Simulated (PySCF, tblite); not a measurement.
**C4H10Al2O2: geometry, infrared bands and NMR shifts**

Wanted: the infrared bands and NMR shifts of C4H10Al2O2 (`C#[C][AlH-]1[O+](C)[AlH2-][O+]1C`), by calculation.

Programs: tblite 0.8.0 and PySCF 2.14.0, with density-fitted response routines of our own. Each step states its level of theory. These are calculated values for one molecule in the gas phase, unless marked as measured. Atoms count from 0, in the outputs and in this text.

## 1. The starting structure

18 atoms, charge 0, multiplicity 1; geometry from: force field or distance geometry start.

Bonds of the start (Å): C0–C1 1.19, C1–Al2 1.96, Al2–O3 1.84, O3–C4 1.42, O3–Al5 1.87, Al5–O6 1.85, O6–C7 1.42, O6–Al2 1.85, C0–H8 1.06, Al2–H9 1.59, C4–H10 1.11, C4–H11 1.11, C4–H12 1.11, Al5–H13 1.60, Al5–H14 1.59, C7–H15 1.11, C7–H16 1.11, C7–H17 1.12.

## 2. Optimising the geometry with GFN2-xTB

Job settings and geometry (Å):

```
{"job": {"kind": "relax", "xc": "GFN2-xTB", "basis": "xTB"}, "charge": 0, "multiplicity": 1}
C     -1.432600     2.526900    -2.678900
C     -0.931800     1.902700    -1.799600
Al    -0.090800     0.875000    -0.357600
O      0.955000    -0.471400    -1.062500
C      2.185200    -0.542600    -0.353300
Al    -0.292100    -1.601500    -0.257100
O     -1.338500    -0.238300     0.440100
C     -1.194600    -0.185500     1.854100
H     -1.887800     3.081000    -3.456900
H      0.677300     1.794200     0.695400
H      2.102900    -0.488600     0.751200
H      2.705200    -1.489000    -0.622100
H      2.836500     0.291500    -0.690500
H      0.372100    -2.504200     0.889700
H     -1.094600    -2.423300    -1.352900
H     -1.649400     0.755900     2.241000
H     -0.148600    -0.250000     2.228200
H     -1.782200    -1.026600     2.306500
```

The run is started by

```console
> OMP_NUM_THREADS=1 python probes_run.py task.json out
```

The driver reads the jobs from task.json and runs them one after another.

**Question.** This job is followed by: GFN2-xTB harmonic vibrations, gas phase; GIAO PBE0/pcSseg-1 NMR shielding, non-relativistic, gas phase. Predict these results of the whole session: strongest single infrared mode (GFN2-xTB); zero-point energy (GFN2-xTB); ¹³C shifts against TMS (PBE0/pcSseg-1, means over atoms taken as alike); ¹H shifts against TMS (PBE0/pcSseg-1, means over atoms taken as alike); ²⁷Al shifts against AlH4- (PBE0/pcSseg-1); ¹⁷O shifts against H2O (PBE0/pcSseg-1, means over atoms taken as alike).

**Answer**, as computed:

```
                                                               quantity                             value
                              strongest single infrared mode (GFN2-xTB)              653 cm⁻¹, 562 km/mol
                                           zero-point energy (GFN2-xTB)                     75.6 kcal/mol
¹³C shifts against TMS (PBE0/pcSseg-1, means over atoms taken as alike)             101.9, 97.3, 52.2 ppm
 ¹H shifts against TMS (PBE0/pcSseg-1, means over atoms taken as alike)  4.13, 4.09, 3.94, 3.85, 1.56 ppm
                              ²⁷Al shifts against AlH4- (PBE0/pcSseg-1)                    68.1, 35.7 ppm
¹⁷O shifts against H2O (PBE0/pcSseg-1, means over atoms taken as alike)                           4.7 ppm
```

What this shows: Relaxing lowered the energy by 1.697 eV in 114 steps; the close pair that moved most is Al2–Al5, from 2.487 to 2.756 Å. All 48 modes are real, so the xTB geometry is a minimum. The strongest single mode, at 653 cm⁻¹, is carried by H13, H14, Al5, H9. Unscaled tight-binding wavenumbers are off by several per cent, some by more. Its intensities can rank the bands wrongly. At PBE0/pcSseg-1: The largest span, 297 ppm, is at C1, where the paramagnetic term is -165 ppm.
